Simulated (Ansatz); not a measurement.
# AlNi3 (Pm-3m): equation of state

Aim: the bulk modulus of AlNi3 (Pm-3m) from energies at several volumes around the relaxed one.

Method: DFT r²SCAN, scalar-relativistic, plane waves, PAW, in Ansatz 0.2.0.

## 1. Starting point

Symmetry: Pm-3m, No. 221, cubic system. Conventional cell: a = 3.526 Å, b = 3.526 Å, c = 3.526 Å, α = 90.00°, β = 90.00°, γ = 90.00°. Around Al (site symmetry m-3m) lie 12 Ni at 2.49 Å. Ni (site symmetry 4/mmm) is surrounded by 4 Al at 2.49 Å and 8 Ni at 2.49 Å.

Structure file:

```
Al Ni
1.0
     3.52617    0.00000    0.00000
     0.00000    3.52617    0.00000
     0.00000    0.00000    3.52617
Al Ni
1 3
Direct
  0.00000 0.00000 0.00000
  0.00000 0.50000 0.50000
  0.50000 0.00000 0.50000
  0.50000 0.50000 0.00000
```

An earlier run at r²SCAN left this cell at 10.961 Å³/atom and -0.01 GPa (12×12×12 mesh).

Volume factors to run: 0.980, 1.020, 0.960, 1.040.

## 2. At 0.980 of the relaxed volume

input.yaml

```yaml
crystal:
  lattice:
    - [3.5025006612, 0.0, 0.0]
    - [0.0, 3.5025006612, 0.0]
    - [0.0, 0.0, 3.5025006612]
  atoms:
    - { symbol: Al, position: [0.0, 0.0, 0.0] }
    - { symbol: Ni, position: [0.0, 0.5, 0.5], spin: 0.4 }
    - { symbol: Ni, position: [0.5, 0.0, 0.5], spin: 0.4 }
    - { symbol: Ni, position: [0.5, 0.5, 0.0], spin: 0.4 }
basis:
  ecutwfc: 500
  ecutrho_ratio: 4
kpoints:
  mp_grid: { grid: [12, 12, 12] }
hamiltonian:
  xc: r2scan
scf:
  occupations: { method: gaussian, width: 0.05 }
output:
  forces: true
  stress: true
  eigenvalues: true
  populations: true
magnetization:
  spin_polarized: true
```

Launch:

```
$ ansatz run input.yaml --threads 2 --pin off --max-ram 5120MiB --backend cpu --events-out ev --progress --plain --runs-dir out
```

The log of the run, shortened:

```text
Warning: RAYON_NUM_THREADS=2 ignored (pool sized by the plan → 2); use --threads N
[...]
Pseudopotentials: kind: paw
Pseudopotential: Al, paw, valence charge 3, recommended cutoff 500 eV (meta_gga), Al.paw.azcp
Pseudopotential: Ni, paw, valence charge 18, recommended cutoff 500 eV (meta_gga), Ni.paw.azcp
Functional definition: r2SCAN
[...]
Crystal: 4 atoms, lattice volume = 42.967 Å³
Basis set: ecut = 500 eV, 1045 PW (Γ), exchange–correlation on 108×108×108 points (64 copies of the dense FFT grid, shifted against one another)
Bands: 35, of which v1, the nominal top of the filled ones, is band 29 counted from 1 (28 counted from 0)
Symmetry: 48 space group operations
Space group: Pm-3m (ITA 221), of the structure as read, at distance tolerance 3.5e-5 Å
Magnetic group: BNS 221.92 (UNI 1594), of the structure as read, at distance tolerance 3.5e-5 Å
k-points: 84 of 1728
[...]
Starting moments: Σ|m| = 1.2 μB on 3 of 4 sites
[...]
SCF iter   1: F=—  HF=-18074.759641 eV  |F-HF|=—  |Δ(HF+E_count)|=         —  Δρ=4.61e-2 (↑2.50e-2 ↓4.61e-2)  dr2=1.14e0  dr2_τ=2.19e-2  dr2_m=5.68e-2  M=1.060 μB ∫|m|=1.296 μB  β_m=1.00  ethr=2.10e-3  ⟨swp⟩=3.3  Hψ=32552  notcnv=0
[...]
spin=Collinear: Kerker preconditioning applied to the charge; magnetization (m = ρ↑ − ρ↓) channel mixes plain (no charge-response kernel on spin).
[...]
SCF iter  18: F=-18077.967835 eV  HF=-18077.967835 eV  |F-HF|=6.60e-9  |Δ(HF+E_count)|=   8.97e-8  Δρ=2.44e-6 (↑2.36e-6 ↓2.44e-6)  dr2=3.59e-9  dr2_τ=4.43e-11  dr2_m=1.67e-10  M=0.900 μB ∫|m|=1.320 μB  ethr=1.05e-10  ⟨swp⟩=9.2  Hψ=28060  notcnv=0
[...]
this state was not tested for a lower state beside it, because the mixer in use, unlike msr1, does not test its closes by its own steps (another_mixer; see scf.mixing.algorithm and scf.lower_state_search)
SCF converged after 18 iterations
Magnetization: 0.8995 μB (28.9498 up, 28.0502 down)
Absolute magnetization: 1.3196 μB (∫|ρ↑−ρ↓|, with the PAW one-centre terms)
Spin contamination: 0.0366 ħ² per cell (⟨S²⟩ above its minimum at these occupations)
Per-site moments (μB) at R_I (Å): [(-0.02995406474181384, 1.0216148120660158), (0.3575364569069969, 1.0216148120660158), (0.35753645690699687, 1.0216148120660158), (0.3575364569069968, 1.0216148120660158)]
Free energy (F): -18077.967835 eV
[...]
E sigma→0 (E₀):  -18077.966597 eV
Entropy (-TS):   -0.002475 eV (-0.619 meV/atom)
Fermi energy:    16.730866 eV
[...]
--- Forces (eV/Å), atoms counted from 1 ---
  atom   1  Al    -0.00000000     0.00000000    -0.00000000
  atom   2  Ni     0.00000000     0.00000000    -0.00000000
  atom   3  Ni     0.00000000    -0.00000000    -0.00000000
  atom   4  Ni     0.00000000    -0.00000000     0.00000000
[...]
--- Stress (GPa, compression-positive) ---
        4.263540       0.000000       0.000000
       -0.000000       4.263540       0.000000
        0.000000       0.000000       4.263540
  P = ⅓ Tr σ = 4.2635 GPa (42.635 kbar)
--- Band table (eV; the first three rows and the last of 168) ---
[...]
--- Löwdin populations: 4 sites ---
  site symbol       q [e]    m [muB]
     0     Al      3.5610    -0.0884
     1     Ni     17.6185     0.3506
     2     Ni     17.6185     0.3506
     3     Ni     17.6185     0.3506
  spilling = 0.010235 (of n_electrons = 57.000000)
```

Wall time 86 s (2 threads of AMD EPYC (Zen 3), shared host); peak memory 0.64 GiB.

Read off: volume 10.742 Å³/atom, pressure 4.26 GPa, metallic, moments in the atoms' spheres Ni 0.36 μB.

## 3. Scaling the volume by 1.020

input.yaml: that of step 2 with these lines changed.

```diff
@@ -2,5 +2,5 @@
   lattice:
-    - [3.5025006612, 0.0, 0.0]
-    - [0.0, 3.5025006612, 0.0]
-    - [0.0, 0.0, 3.5025006612]
+    - [3.5495197035, 0.0, 0.0]
+    - [0.0, 3.5495197035, 0.0]
+    - [0.0, 0.0, 3.5495197035]
   atoms:
```

Launch:

```
$ ansatz run input.yaml --threads 2 --pin off --max-ram 5120MiB --backend cpu --events-out ev --progress --plain --runs-dir out
```

The log of the run, shortened:

```text
Warning: RAYON_NUM_THREADS=2 ignored (pool sized by the plan → 2); use --threads N
[...]
[... 4 set-up lines as earlier in the session ...]
[...]
Crystal: 4 atoms, lattice volume = 44.721 Å³
Basis set: ecut = 500 eV, 1141 PW (Γ), exchange–correlation on 108×108×108 points (64 copies of the dense FFT grid, shifted against one another)
Bands: 35, of which v1, the nominal top of the filled ones, is band 29 counted from 1 (28 counted from 0)
[... 2 set-up lines as earlier in the session ...]
Magnetic group: BNS 221.92 (UNI 1594), of the structure as read, at distance tolerance 3.5e-5 Å
k-points: 84 of 1728
[...]
Starting moments: Σ|m| = 1.2 μB on 3 of 4 sites
[...]
Free energy (F): -18077.968621 eV
[...]
E sigma→0 (E₀):  -18077.967244 eV
Entropy (-TS):   -0.002753 eV (-0.688 meV/atom)
Fermi energy:    15.930268 eV
[...]
--- Forces (eV/Å), atoms counted from 1 ---
  atom   1  Al    -0.00000000    -0.00000000     0.00000000
  atom   2  Ni     0.00000000     0.00000000    -0.00000000
  atom   3  Ni    -0.00000000    -0.00000000    -0.00000000
  atom   4  Ni     0.00000000    -0.00000000     0.00000000
[...]
--- Stress (GPa, compression-positive) ---
       -3.818011       0.000000       0.000000
       -0.000000      -3.818011       0.000000
        0.000000       0.000000      -3.818011
  P = ⅓ Tr σ = -3.8180 GPa (-38.180 kbar)
--- Band table (eV; the first three rows and the last of 168) ---
[...]
--- Löwdin populations: 4 sites ---
  site symbol       q [e]    m [muB]
     0     Al      3.5743    -0.0958
     1     Ni     17.6133     0.3643
     2     Ni     17.6133     0.3643
     3     Ni     17.6133     0.3643
  spilling = 0.010276 (of n_electrons = 57.000000)
```

Run time: 77 s. Hardware: 2 threads of AMD EPYC (Zen 3), shared host; peak memory 0.65 GiB.

Read off: volume 11.180 Å³/atom, pressure -3.82 GPa, a metal on this mesh, moments in the atoms' spheres Ni 0.37 μB.

## 4. At 0.960 of the relaxed volume

input.yaml

```yaml
crystal:
  lattice:
    - [3.4785101777, 0.0, 0.0]
    - [0.0, 3.4785101777, 0.0]
    - [0.0, 0.0, 3.4785101777]
  atoms:
    - { symbol: Al, position: [0.0, 0.0, 0.0] }
    - { symbol: Ni, position: [0.0, 0.5, 0.5], spin: 0.39 }
    - { symbol: Ni, position: [0.5, 0.0, 0.5], spin: 0.39 }
    - { symbol: Ni, position: [0.5, 0.5, 0.0], spin: 0.39 }
basis:
  ecutwfc: 500
  ecutrho_ratio: 4
kpoints:
  mp_grid: { grid: [12, 12, 12] }
hamiltonian:
  xc: r2scan
scf:
  occupations: { method: gaussian, width: 0.05 }
output:
  forces: true
  stress: true
  eigenvalues: true
  populations: true
magnetization:
  spin_polarized: true
```

Launch:

```
$ ansatz run input.yaml --threads 2 --pin off --max-ram 5120MiB --backend cpu --events-out ev --progress --plain --runs-dir out
```

The log of the run, shortened:

```text
Warning: RAYON_NUM_THREADS=2 ignored (pool sized by the plan → 2); use --threads N
[...]
[... 4 set-up lines as earlier in the session ...]
[...]
Crystal: 4 atoms, lattice volume = 42.090 Å³
Basis set: ecut = 500 eV, 1045 PW (Γ), exchange–correlation on 108×108×108 points (64 copies of the dense FFT grid, shifted against one another)
Bands: 35, of which v1, the nominal top of the filled ones, is band 29 counted from 1 (28 counted from 0)
[... 2 set-up lines as earlier in the session ...]
Magnetic group: BNS 221.92 (UNI 1594), of the structure as read, at distance tolerance 3.5e-5 Å
k-points: 84 of 1728
[...]
Starting moments: Σ|m| = 1.17 μB on 3 of 4 sites
[...]
Free energy (F): -18077.931649 eV
[...]
E sigma→0 (E₀):  -18077.930491 eV
Entropy (-TS):   -0.002317 eV (-0.579 meV/atom)
Fermi energy:    17.155525 eV
[...]
--- Forces (eV/Å), atoms counted from 1 ---
  atom   1  Al    -0.00000000     0.00000000    -0.00000000
  atom   2  Ni     0.00000000     0.00000000     0.00000000
  atom   3  Ni     0.00000000    -0.00000000     0.00000000
  atom   4  Ni     0.00000000    -0.00000000     0.00000000
[...]
--- Stress (GPa, compression-positive) ---
        9.049771      -0.000000       0.000000
        0.000000       9.049771       0.000000
        0.000000      -0.000000       9.049771
  P = ⅓ Tr σ = 9.0498 GPa (90.498 kbar)
--- Band table (eV; the first three rows and the last of 168) ---
[...]
--- Löwdin populations: 4 sites ---
  site symbol       q [e]    m [muB]
     0     Al      3.5545    -0.0845
     1     Ni     17.6211     0.3457
     2     Ni     17.6211     0.3457
     3     Ni     17.6211     0.3457
  spilling = 0.010212 (of n_electrons = 57.000000)
```

Wall time 71 s (2 threads of AMD EPYC (Zen 3), shared host); peak memory 0.64 GiB.

Read off: volume 10.523 Å³/atom, pressure 9.05 GPa, metallic, moments in the atoms' spheres Ni 0.35 μB.

## 5. Volume × 1.040

input.yaml

```yaml
crystal:
  lattice:
    - [3.5725691786, 0.0, 0.0]
    - [0.0, 3.5725691786, 0.0]
    - [0.0, 0.0, 3.5725691786]
  atoms:
    - { symbol: Al, position: [0.0, 0.0, 0.0] }
    - { symbol: Ni, position: [0.0, 0.5, 0.5], spin: 0.41 }
    - { symbol: Ni, position: [0.5, 0.0, 0.5], spin: 0.41 }
    - { symbol: Ni, position: [0.5, 0.5, 0.0], spin: 0.41 }
basis:
  ecutwfc: 500
  ecutrho_ratio: 4
kpoints:
  mp_grid: { grid: [12, 12, 12] }
hamiltonian:
  xc: r2scan
scf:
  occupations: { method: gaussian, width: 0.05 }
output:
  forces: true
  stress: true
  eigenvalues: true
  populations: true
magnetization:
  spin_polarized: true
```

Launch:

```
$ ansatz run input.yaml --threads 2 --pin off --max-ram 5120MiB --backend cpu --events-out ev --progress --plain --runs-dir out
```

The log of the run, shortened:

```text
Warning: RAYON_NUM_THREADS=2 ignored (pool sized by the plan → 2); use --threads N
[...]
[... 4 set-up lines as earlier in the session ...]
[...]
Crystal: 4 atoms, lattice volume = 45.598 Å³
Basis set: ecut = 500 eV, 1189 PW (Γ), exchange–correlation on 108×108×108 points (64 copies of the dense FFT grid, shifted against one another)
Bands: 35, of which v1, the nominal top of the filled ones, is band 29 counted from 1 (28 counted from 0)
[... 1 set-up line as earlier in the session ...]
Space group: Pm-3m (ITA 221), of the structure as read, at distance tolerance 3.6e-5 Å
Magnetic group: BNS 221.92 (UNI 1594), of the structure as read, at distance tolerance 3.6e-5 Å
k-points: 84 of 1728
[...]
Starting moments: Σ|m| = 1.23 μB on 3 of 4 sites
[...]
Free energy (F): -18077.938215 eV
[...]
E sigma→0 (E₀):  -18077.936847 eV
Entropy (-TS):   -0.002737 eV (-0.684 meV/atom)
Fermi energy:    15.552391 eV
[...]
--- Forces (eV/Å), atoms counted from 1 ---
  atom   1  Al    -0.00000000     0.00000000     0.00000000
  atom   2  Ni     0.00000000    -0.00000000     0.00000000
  atom   3  Ni     0.00000000    -0.00000000     0.00000000
  atom   4  Ni     0.00000000     0.00000000     0.00000000
[...]
--- Stress (GPa, compression-positive) ---
       -7.226190       0.000000       0.000000
        0.000000      -7.226190       0.000000
        0.000000       0.000000      -7.226190
  P = ⅓ Tr σ = -7.2262 GPa (-72.262 kbar)
--- Band table (eV; the first three rows and the last of 168) ---
[...]
--- Löwdin populations: 4 sites ---
  site symbol       q [e]    m [muB]
     0     Al      3.5806    -0.0994
     1     Ni     17.6109     0.3712
     2     Ni     17.6109     0.3712
     3     Ni     17.6109     0.3712
  spilling = 0.010295 (of n_electrons = 57.000000)
```

It took 96 s on 2 threads of AMD EPYC (Zen 3), shared host; peak memory 0.65 GiB.

Result: volume 11.399 Å³/atom, pressure -7.23 GPa, a metal on this mesh, moments in the atoms' spheres Ni 0.38 μB.

## 6. The fit

Energies have the smearing extrapolated to zero and count from the lowest point.

```csv
volume (Å³/atom),energy (meV/atom),pressure (GPa),gap (eV),moment of atom 2 (μB)
10.523,11.86,9.05,metal,0.35
10.742,2.83,4.26,metal,0.36
10.961,0.00,-0.01,metal,0.36
11.180,2.67,-3.82,metal,0.37
11.399,10.27,-7.23,metal,0.38
```

volume (Å³/atom), energy (meV/atom) and a bar:
```
    10.52       11.9 ##############################
    10.74        2.8 #######
    10.96        0.0 
    11.18        2.7 #######
    11.40       10.3 ##########################
```

## 7. Outcome

| quantity | value |
| --- | --- |
| V0 | 10.960 Å³/atom |
| B0 | 201 GPa |
| B0′ | 4.7 |
| scatter of the fit | 0.002 meV/atom |

The fitted minimum lies at 10.96 Å³/atom, and the bulk modulus is 201 GPa, a stiff solid. One per cent of compression takes about 2.0 GPa. These are values at 0 K without zero-point motion.
